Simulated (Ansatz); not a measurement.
# CH8AlNSi: one species, many methods

An exercise on one series of results from a longer session: the logs are not shown, and one member is left open.

Program: Ansatz 0.2.0, Gaussian basis. Level of theory: functionals in def2-TZVPP, the program's frozen cores in correlated methods. These are calculated values, not measurements.

Plan: PBE-D4, r2SCAN-D4, PBE0-D4, B3LYP-D4, ωB97X-V, ωB97M-V, B2PLYP; CCSD(T)/def2-TZVPP; MP2/def2-QZVPP; extrapolation to the limit.

## Structure used throughout

The geometry comes from an earlier relaxation with PBE0-D4 in a triple-zeta def2 set; it is a stationary point, not always the lowest conformer.

SMILES `C[SiH2][NH][AlH2]`, 12 atoms, charge 0, spin multiplicity 1.

Atoms are counted from 1 here; the program's logs count them from 0.

Bond lengths: C1–Si2 1.868 Å, C1–H5 1.094 Å, C1–H6 1.093 Å, C1–H7 1.093 Å, Si2–N3 1.730 Å, Si2–H8 1.493 Å, Si2–H9 1.488 Å, N3–Al4 1.781 Å, N3–H10 1.013 Å, Al4–H11 1.584 Å, Al4–H12 1.581 Å. Angles: Si2–C1–H5 110.6°, Si2–C1–H6 111.0°, Si2–C1–H7 111.0°, H5–C1–H6 107.7°, H5–C1–H7 108.3°, H6–C1–H7 108.1°, C1–Si2–N3 112.9°, C1–Si2–H8 108.1°, C1–Si2–H9 110.2°, N3–Si2–H8 110.8°, N3–Si2–H9 106.3°, H8–Si2–H9 108.4°, Si2–N3–Al4 129.4°, Si2–N3–H10 114.6°, Al4–N3–H10 116.0°, N3–Al4–H11 117.5°, N3–Al4–H12 118.4°, H11–Al4–H12 124.1°.

Coordinates:

```mol
CH8AlNSi
  3D, bonds by distance, orders not assigned

 12 11  0  0  0  0  0  0  0  0999 V2000
   -0.0329    1.9903   -0.3761 C   0  0
   -0.8043    0.3711    0.1447 Si  0  0
    0.3639   -0.7956    0.6627 N   0  0
    0.7552   -2.3879   -0.0317 Al  0  0
   -0.8032    2.6989   -0.6929 H   0  0
    0.5189    2.4460    0.4506 H   0  0
    0.6609    1.8445   -1.2074 H   0  0
   -1.7885    0.6539    1.2307 H   0  0
   -1.5300   -0.2435   -0.9999 H   0  0
    0.8836   -0.5325    1.4910 H   0  0
    1.8749   -3.2461    0.6894 H   0  0
   -0.0216   -2.8542   -1.3270 H   0  0
  1  2  8  0
  2  3  8  0
  3  4  8  0
  1  5  8  0
  1  6  8  0
  1  7  8  0
  2  8  8  0
  2  9  8  0
  3 10  8  0
  4 11  8  0
  4 12  8  0
M  END
```

Set-up of the first run:

Input file in.yaml:

```yaml
crystal:
  periodic: [false, false, false]
  atoms:
    - {symbol: C, position_ang: [-0.032913, 1.990293, -0.376058]}
    - {symbol: Si, position_ang: [-0.804252, 0.371127, 0.144650]}
    - {symbol: N, position_ang: [0.363875, -0.795622, 0.662705]}
    - {symbol: Al, position_ang: [0.755159, -2.387875, -0.031723]}
    - {symbol: H, position_ang: [-0.803181, 2.698869, -0.692921]}
    - {symbol: H, position_ang: [0.518886, 2.445986, 0.450583]}
    - {symbol: H, position_ang: [0.660930, 1.844521, -1.207359]}
    - {symbol: H, position_ang: [-1.788489, 0.653943, 1.230651]}
    - {symbol: H, position_ang: [-1.530009, -0.243525, -0.999861]}
    - {symbol: H, position_ang: [0.883576, -0.532451, 1.491006]}
    - {symbol: H, position_ang: [1.874940, -3.246052, 0.689355]}
    - {symbol: H, position_ang: [-0.021620, -2.854215, -1.327024]}
basis:
  gaussian: {orbitals: def2-TZVPP}
hamiltonian: {xc: pbe, dispersion: d4}
output: {forces: true, orbitals: {seedname: orbitals}}
```

Started as:

```console
$ ansatz run in.yaml --threads 4 --pin off --events-out ev --progress --plain --max-ram 10444MiB
```

Among the steps run: PBE-D4 (GGA); r2SCAN-D4 (meta-GGA); PBE0-D4 (hybrid); B3LYP-D4 (hybrid); ωB97X-V (range-separated); ωB97M-V (range-separated); B2PLYP (double hybrid); CCSD(T) in def2-TZVPP; MP2 in def2-QZVPP.

One of the session's tables, all rows but one given; the rest of the session is left out.

It belongs to the step «Atomisation energies». 

```
            method  atomisation energy (kcal/mol)
            PBE-D4                          948.3
         r2SCAN-D4                          948.3
           PBE0-D4                          941.2
          B3LYP-D4                          951.8
           ωB97X-V                              ?
           ωB97M-V                          953.6
            B2PLYP                          940.0
     HF/def2-TZVPP                          710.2
    MP2/def2-TZVPP                          929.1
   CCSD/def2-TZVPP                          917.6
CCSD(T)/def2-TZVPP                          927.3
           MP2/CBS                          953.9
       CCSD(T)/CBS                          952.1
```

Q: Estimate the row for ωB97X-V from the others.

The run gave: atomisation energy (kcal/mol): 955.8. In the column «atomisation energy (kcal/mol)» it is the highest.

Limits of these values: Free atoms (1 C, 1 Si, 1 N, 1 Al, 8 H) were run apart at each level; the atomisation energy is their sum less the molecule, without zero-point or spin-orbit terms.
